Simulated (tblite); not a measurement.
# C20H16B2N2: the cost of one run

Programs: tblite 0.8.0 and PySCF 2.14.0, with routines of our own; each step states its level. All values are computed. Atoms count from 0.

## 1. The starting structure

40 atoms, charge 0, multiplicity 1; geometry from: force field, distance geometry or constructed start.

## 2. Optimising the geometry with GFN2-xTB

Job settings and geometry (Å):

```
{"job": {"kind": "relax", "xc": "GFN2-xTB", "basis": "xTB"}, "charge": 0, "multiplicity": 1}
B     -4.596800     1.977600     0.383400
C     -3.072100     2.057800     0.639800
C     -2.230900     1.142000     0.093900
C     -2.804900    -0.027000    -0.659900
C     -4.119300    -0.130700    -0.950600
N     -5.066800     0.856700    -0.525900
B     -1.822700    -1.217300    -0.933700
C     -2.284600    -2.658600    -1.334400
C     -1.521900    -3.706100    -0.995000
C     -0.292400    -3.545700    -0.189500
C      0.185500    -2.336800     0.144300
N     -0.437200    -1.116200    -0.313100
C      0.126200     0.198900    -0.066200
C     -0.735500     1.299900     0.187500
C     -0.169600     2.572200     0.423600
C      1.206500     2.750700     0.418300
C      2.070600     1.695600     0.121600
C      1.535300     0.412600    -0.164500
C      2.402400    -0.617400    -0.771800
C      3.418000    -1.211900    -0.131000
C      3.800000    -0.884300     1.250600
C      4.267600     0.308900     1.620300
C      4.485700     1.426200     0.688100
C      3.504100     2.012800    -0.016300
H     -5.355400     2.783800     0.814500
H     -2.725500     2.865900     1.268900
H     -4.499600    -0.983700    -1.493200
H     -6.074000     0.765600    -0.769300
H     -3.213100    -2.824400    -1.872000
H     -1.842700    -4.702400    -1.260300
H      0.225100    -4.432200     0.157600
H      1.049800    -2.289600     0.795000
H     -0.775100     3.448700     0.564900
H      1.606500     3.742600     0.590600
H      2.113500    -1.010100    -1.744400
H      3.889700    -2.064100    -0.604000
H      3.834400    -1.699000     1.961300
H      4.666600     0.415600     2.619500
H      5.477100     1.845300     0.637500
H      3.765400     2.901900    -0.587100
```

Started as:

```sh
> OMP_NUM_THREADS=1 python large_run.py task.json out
```

The driver reads the jobs from task.json and runs them one after another.

Q: Estimate the wall time and peak memory of this first job on 1 thread of Arm Neoverse N1, shared host.

About 2.4 s, with a peak of 0.18 GiB.
